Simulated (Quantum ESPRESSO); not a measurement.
# WS2 (P6_3/mmc) in Quantum ESPRESSO: settings compared, part 2 of 2

Quantum ESPRESSO 7.5. The steps go on from the part before.

### Step 4. Single point, RPBE+U, collinear spin, ferromagnetic start

Contents of pw.in:

```
&CONTROL
  calculation = 'scf'
  prefix = 'pwscf'
  outdir = './tmp'
  pseudo_dir = './pseudo'
  tprnfor = .true.
  tstress = .true.
  disk_io = 'nowf'
/
&SYSTEM
  ibrav = 0
  nat = 6
  ntyp = 2
  ecutwfc = 74
  nbnd = 39
  input_dft = 'rpbe'
  occupations = 'smearing'
  smearing = 'gaussian'
  degauss = 0.00367493
  nspin = 2
  starting_magnetization(1) = 0.1429
  starting_magnetization(2) = 0
/
&ELECTRONS
  conv_thr = 2.4d-07
  electron_maxstep = 100
  mixing_beta = 0.7
  mixing_ndim = 20
/
ATOMIC_SPECIES
W    183.8400 W.upf
S     32.0600 S.upf
CELL_PARAMETERS angstrom
   3.1799994900    0.0000000000    0.0000000000
  -1.5899997400    2.7539603400    0.0000000000
   0.0000000000    0.0000000000   12.4999993200
ATOMIC_POSITIONS crystal
W      0.3333333333    0.6666666667    0.2500000000
W      0.6666666667    0.3333333333    0.7500000000
S      0.3333333333    0.6666666667    0.6200000000
S      0.6666666667    0.3333333333    0.1200000000
S      0.3333333333    0.6666666667    0.8800000000
S      0.6666666667    0.3333333333    0.3800000000
K_POINTS automatic
7 7 2 0 0 0
HUBBARD {ortho-atomic}
U W-5d 3.0
```

Potentials or basis: PseudoDojo 0.4.1 SR PBE standard.

On the command line:

```console
> OMP_NUM_THREADS=1 mpirun -n 2 pw.x -nk 2 -in pw.in > pw.out
```

pw.out:

```text
This program is part of the open-source Quantum ESPRESSO suite
     for quantum simulation of materials; please cite
         "P. Giannozzi et al., J. Phys.:Condens. Matter 21 395502 (2009);
         "P. Giannozzi et al., J. Phys.:Condens. Matter 29 465901 (2017);
         "P. Giannozzi et al., J. Chem. Phys. 152 154105 (2020);
     in publications or presentations arising from this work. More details at

     IMPORTANT: XC functional enforced from input :
     Exchange-correlation= RPBE
                           (   1   4  44   4   0   0   0)
     Any further DFT definition will be discarded
     Please, verify this is what you really want

     Message from routine setup:
     using ibrav=0 with symmetry is DISCOURAGED, use correct ibrav instead

     K-points division:     npool     =       2
     Subspace diagonalization in iterative solution of the eigenvalue problem:
     a serial algorithm will be used

     G-vector sticks info
     --------------------
     sticks:   dense  smooth     PW     G-vecs:    dense   smooth      PW
     Sum         745     745    211                63777    63777    9831

     Using Slab Decomposition

     bravais-lattice index     =            0
     lattice parameter (alat)  =       6.0093  a.u.
     unit-cell volume          =     738.7395 (a.u.)^3
     number of atoms/cell      =            6
     number of atomic types    =            2
     number of electrons       =        52.00
     number of Kohn-Sham states=           39
[... 550 lines left out ...]
    15.8782  15.8782  17.3202  17.3202  18.3272  18.3273  19.9467

 ------ SPIN DOWN ----------

          k = 0.0000 0.0000 0.0000 (  7979 PWs)   bands (ev):

   -63.5268 -63.5267 -27.6945 -27.6944 -27.5491 -27.5491 -27.5491 -27.5491
    -3.9865  -3.7387  -2.6618  -2.2271   3.8705   4.8768   7.5024   8.1476
     8.1476   8.1638   8.1638   9.3929   9.3929   9.4532   9.4532   9.7442
     9.9160  11.0348  13.4500  13.4500  13.6305  13.6305  13.6409  13.6409
    13.6580  13.6580  15.9816  16.3027  19.0735  19.5874  19.9290
[... 115 lines left out ...]
   -63.5087 -63.5087 -27.8068 -27.8068 -27.7213 -27.7213 -27.6319 -27.6319
    -1.5803  -1.5803  -1.4182  -1.4182   5.2104   5.2104   5.4022   5.4022
     6.5418   6.5418   6.8992   6.8992   7.5568   7.5568   8.3980   8.3980
    10.4396  10.4396  12.8150  12.8150  13.8850  13.8850  14.3364  14.3364
    15.8764  15.8764  17.3200  17.3200  18.3271  18.3271  19.9471

     the Fermi energy is    11.7297 ev

!    total energy              =    -391.65962121 Ry
     estimated scf accuracy    <       0.00000021 Ry
     smearing contrib. (-TS)   =      -0.00000000 Ry
     internal energy E=F+TS    =    -391.65962121 Ry

     The total energy is F=E-TS. E is the sum of the following terms:
     one-electron contribution =    -160.08446683 Ry
     hartree contribution      =     100.62803183 Ry
     xc contribution           =     -91.85369679 Ry
     ewald contribution        =    -240.89511567 Ry
     Hubbard energy            =       0.54562624 Ry

     total magnetization       =     0.00 Bohr mag/cell
     absolute magnetization    =     0.01 Bohr mag/cell

     convergence has been achieved in   9 iterations

     Forces acting on atoms (cartesian axes, Ry/au):

     atom    1 type  1   force =    -0.00000000   -0.00000000    0.00000000
     atom    2 type  1   force =     0.00000000   -0.00000000    0.00000000
     atom    3 type  2   force =    -0.00000000   -0.00000000    0.03953227
     atom    4 type  2   force =     0.00000000    0.00000000    0.03953227
     atom    5 type  2   force =    -0.00000000   -0.00000000   -0.03953227
     atom    6 type  2   force =     0.00000000    0.00000000   -0.03953227

     Total force =     0.079065     Total SCF correction =     0.000010

     Computing stress (Cartesian axis) and pressure

          total   stress  (Ry/bohr**3)                   (kbar)     P=      -11.14
   0.00003832  -0.00000000   0.00000000            5.64       -0.00        0.00
  -0.00000000   0.00003832   0.00000000           -0.00        5.64        0.00
   0.00000000   0.00000000  -0.00030391            0.00        0.00      -44.71

=------------------------------------------------------------------------------=
   JOB DONE.
=------------------------------------------------------------------------------=
```

Wall time 1.9 min (2 MPI ranks of Arm Neoverse V2, shared host); peak memory 0.6 GiB.

Results:

```
Free energy                                           : -5328.8006 eV
Pressure                                              : -1.1 GPa
Largest force                                         : 1.016 eV/Å
Band gap on the k mesh                                : 1.21 eV, indirect (least direct gap 2.19 eV)
Net moment                                            : 0.00 μB per cell
Absolute moment                                       : 0.01 μB per cell
Valence electrons inside the program's atomic spheres : W 10.48; S 4.28
```

Forces on the atoms (eV/Å):
```
W    0.000  0.000  0.000
W    0.000  0.000  0.000
S    0.000  0.000  1.016
S    0.000  0.000  1.016
S    0.000  0.000 -1.016
S    0.000  0.000 -1.016
```

Levels at points of the mesh, in eV from the valence-band top:
Spin up:
```
            k point  band 22  band 23  band 24  band 25  band 26  band 27  band 28  band 29  band 30  band 31
 (0.00, 0.00, 0.00)    -1.58    -1.58    -1.30    -1.12     0.00     2.41     2.41     2.59     2.59     2.60
(0.00, 0.00, -0.50)    -1.61    -1.61    -1.61    -0.27    -0.27     2.49     2.49     2.49     2.49     2.63
```
Spin down:
| k point | band 23 | band 24 | band 25 | band 26 | band 27 | band 28 | band 29 | band 30 |
| --- | --- | --- | --- | --- | --- | --- | --- | --- |
| (0.00, 0.00, 0.00) | -1.58 | -1.29 | -1.12 | 0.00 | 2.41 | 2.41 | 2.59 | 2.59 |
| (0.00, 0.00, -0.50) | -1.61 | -1.61 | -0.28 | -0.28 | 2.49 | 2.49 | 2.49 | 2.49 |

Eigenvalues of the final occupation matrices:
```tsv
site	spin	trace	eigenvalues
W 1 5d	1	2.44	0.43 0.43 0.50 0.50 0.57
W 1 5d	2	2.45	0.44 0.44 0.50 0.50 0.57
W 2 5d	1	2.44	0.43 0.43 0.50 0.50 0.57
W 2 5d	2	2.45	0.44 0.44 0.50 0.50 0.57
```

Caveat: the potentials were made for another functional, which shifts forces and pressure; spin-orbit coupling is left out, which moves the levels of the heavy elements; an odd mesh through Γ misses points on the zone boundary, where band edges often lie; this functional lacks dispersion, which binds the layers, so the pressure and a relaxed spacing across them are unreliable.

### Step 5. Single point, PW91+U, collinear spin, ferromagnetic start

pw.in: that of step 4 with these lines changed.

```diff
@@ -15,3 +15,3 @@
   nbnd = 39
-  input_dft = 'rpbe'
+  input_dft = 'XC-000I-000I-109L-134L-000I-000I'
   occupations = 'smearing'
```

On the command line:

```console
> OMP_NUM_THREADS=1 mpirun -n 2 pw.x -nk 2 -in pw.in > pw.out
```

Wall time 1.9 min (2 MPI ranks of Arm Neoverse V2, shared host); peak memory 0.6 GiB.

The run converged. Its results:

```yaml
Free_energy: -5331.8941 eV
Pressure: -3.1 GPa
Largest_force: 1.007 eV/Å
Band_gap_on_the_k_mesh: 1.16 eV, indirect (least direct gap 2.18 eV)
Net_moment: 0.00 μB per cell
Absolute_moment: 0.01 μB per cell
Valence_electrons_inside_the_program's_atomic_spheres: W 10.50; S 4.27
```

Forces in eV/Å, atoms in the order of the input:
```
W    0.000  0.000  0.000
W    0.000  0.000  0.000
S    0.000  0.000  1.007
S    0.000  0.000  1.007
S    0.000  0.000 -1.007
S    0.000  0.000 -1.007
```

Stress tensor (GPa, compression positive):
```
-1.28  0.00  0.00
 0.00 -1.28  0.00
 0.00  0.00 -6.77
```

Levels at points of the mesh, in eV from the valence-band top:
Spin up:
| k point | band 22 | band 23 | band 24 | band 25 | band 26 | band 27 | band 28 | band 29 | band 30 | band 31 |
| --- | --- | --- | --- | --- | --- | --- | --- | --- | --- | --- |
| (0.00, 0.00, 0.00) | -1.59 | -1.59 | -1.26 | -1.16 | 0.00 | 2.42 | 2.42 | 2.60 | 2.60 | 2.60 |
| (0.00, 0.00, -0.50) | -1.62 | -1.62 | -1.62 | -0.27 | -0.27 | 2.49 | 2.49 | 2.49 | 2.49 | 2.62 |
Spin down:
| k point | band 22 | band 23 | band 24 | band 25 | band 26 | band 27 | band 28 | band 29 | band 30 | band 31 |
| --- | --- | --- | --- | --- | --- | --- | --- | --- | --- | --- |
| (0.00, 0.00, 0.00) | -1.59 | -1.59 | -1.26 | -1.16 | 0.00 | 2.42 | 2.42 | 2.60 | 2.60 | 2.60 |
| (0.00, 0.00, -0.50) | -1.62 | -1.62 | -1.62 | -0.28 | -0.28 | 2.49 | 2.49 | 2.49 | 2.49 | 2.62 |

Eigenvalues of the final occupation matrices:
| site | spin | trace | eigenvalues |
| --- | --- | --- | --- |
| W 1 5d | 1 | 2.45 | 0.44 0.44 0.51 0.51 0.57 |
| W 1 5d | 2 | 2.46 | 0.44 0.44 0.51 0.51 0.57 |
| W 2 5d | 1 | 2.45 | 0.44 0.44 0.51 0.51 0.57 |
| W 2 5d | 2 | 2.46 | 0.44 0.44 0.51 0.51 0.57 |

Caveat: the potentials were made for another functional, which shifts forces and pressure; spin-orbit coupling is left out, which moves the levels of the heavy elements; an odd mesh through Γ misses points on the zone boundary, where band edges often lie; this functional lacks dispersion, which binds the layers, so the pressure and a relaxed spacing across them are unreliable.

### Step 6. Overview

| level | gap on the mesh (eV) | pressure (GPa) | moment (μB) | largest force (eV/Å) |
| --- | --- | --- | --- | --- |
| PBE+U | 1.17 | -3.5 | 0.00 | 1.04 |
| revPBE+U | 1.20 | -1.8 | 0.00 | 1.03 |
| RPBE+U | 1.21 | -1.1 | 0.00 | 1.02 |
| PW91+U | 1.16 | -3.1 | 0.00 | 1.01 |

Alike in all rows: task single point; potentials or basis PseudoDojo 0.4.1 SR PBE standard; spin collinear, ferromagnetic start; W d U = 3 eV; cell as given; k mesh 7 × 7 × 2; cutoff (eV) 1007; smearing gaussian 0.05 eV.

On the cell as given the gap runs from 1.16 eV (PW91+U) to 1.21 eV (RPBE+U). The pressure there spans -3.5 GPa (PBE+U) to -1.1 GPa (RPBE+U); a positive pressure means that this level wants a larger cell, a negative one a smaller.

Caveats: spin-orbit coupling is left out, which moves the levels of the heavy elements; an odd mesh through Γ misses points on the zone boundary, where band edges often lie; this functional lacks dispersion, which binds the layers, so the pressure and a relaxed spacing across them are unreliable; the potentials were made for another functional, which shifts forces and pressure (some runs); forces of over 1 eV/Å show positions far from the minimum, so gaps and moduli don't describe the material at rest (some runs).

Total energies depend on the potentials used, so only differences within one code and one set of settings carry meaning.
